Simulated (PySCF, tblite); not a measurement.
# C₇H₁₁P: geometry, infrared bands and NMR shifts

What infrared bands and NMR shifts should C₇H₁₁P (`C#CCP(C)C1CC1`) show?

The runs use tblite 0.8.0 and PySCF 2.14.0, with density-fitted response routines of our own; the level of theory stands in each step. All values are computed, except where a source is named. Atoms are numbered from 0 throughout.

## (1) The starting structure

19 atoms, charge 0, multiplicity 1; geometry from: force field or distance geometry start.

Bonds of the start (Å): C0–C1 1.22, C1–C2 1.45, C2–P3 1.84, P3–C4 1.85, P3–C5 1.84, C5–C6 1.50, C6–C7 1.51, C7–C5 1.50, C0–H8 1.06, C2–H9 1.10, C2–H10 1.10, C4–H11 1.10, C4–H12 1.09, C4–H13 1.08, C5–H14 1.07, C6–H15 1.08, C6–H16 1.08, C7–H17 1.10, C7–H18 1.08.

## (2) Optimising the geometry with GFN2-xTB

The job: settings as JSON, then the geometry in Å.

```
{"job": {"kind": "relax", "xc": "GFN2-xTB", "basis": "xTB"}, "charge": 0, "multiplicity": 1}
C      3.897800     0.616800    -0.109800
C      2.760300     0.398100    -0.477900
C      1.406700     0.110800    -0.917800
P      0.226300     0.403500     0.466200
C      0.577500    -1.085900     1.509700
C     -1.346000    -0.141000    -0.317200
C     -2.197000     0.927800    -0.942200
C     -2.616300     0.281500     0.354300
H      4.888600     0.822100     0.215200
H      1.134100     0.781900    -1.744400
H      1.317700    -0.914400    -1.294700
H      0.550300    -2.007300     0.912200
H      1.558900    -1.003800     1.980600
H     -0.159800    -1.175300     2.298100
H     -1.328800    -1.104300    -0.793800
H     -1.884500     1.962600    -0.887300
H     -2.746700     0.673900    -1.834400
H     -3.458800    -0.419700     0.318500
H     -2.590200     0.882000     1.257400
```

Started as:

```
OMP_NUM_THREADS=1 python probes_run.py task.json out
```

The driver reads the jobs from task.json and runs them one after another.

**Question.** This job is followed by: GFN2-xTB harmonic vibrations, gas phase; GIAO PBE0/pcSseg-1 NMR shielding, non-relativistic, gas phase. Predict these results of the whole session: strongest single infrared mode (GFN2-xTB); zero-point energy (GFN2-xTB); 13C shifts against TMS (PBE0/pcSseg-1, means over atoms taken as alike); 1H shifts against TMS (PBE0/pcSseg-1, means over atoms taken as alike); 31P shifts against H3PO4 (PBE0/pcSseg-1).

**Answer**, as computed:

| quantity | value |
| --- | --- |
| strongest single infrared mode (GFN2-xTB) | 3097 cm⁻¹, 63 km/mol |
| zero-point energy (GFN2-xTB) | 96.4 kcal/mol |
| 13C shifts against TMS (PBE0/pcSseg-1, means over atoms taken as alike) | 85.6, 75.6, 23.8, 16.5, 16.4, 5.1 ppm |
| 1H shifts against TMS (PBE0/pcSseg-1, means over atoms taken as alike) | 2.44, 1.40, 1.34, 0.68, 0.31, 0.17 ppm |
| 31P shifts against H3PO4 (PBE0/pcSseg-1) | -32.8 ppm |

**Reading.** Over 77 steps the energy fell by 0.090 eV; of the close pairs, C2–P3 changed most, 1.842 to 1.876 Å. All 51 modes are real, so the xTB geometry is a minimum. The strongest single mode, at 3097 cm⁻¹, is spread over several atoms, H18, H17, H16, H15 among them. Unscaled tight-binding wavenumbers are off by several per cent, some by more. Its intensities can rank the bands wrongly. At PBE0/pcSseg-1: The widest tensor belongs to C1: span 294 ppm, with a paramagnetic part of -157 ppm.
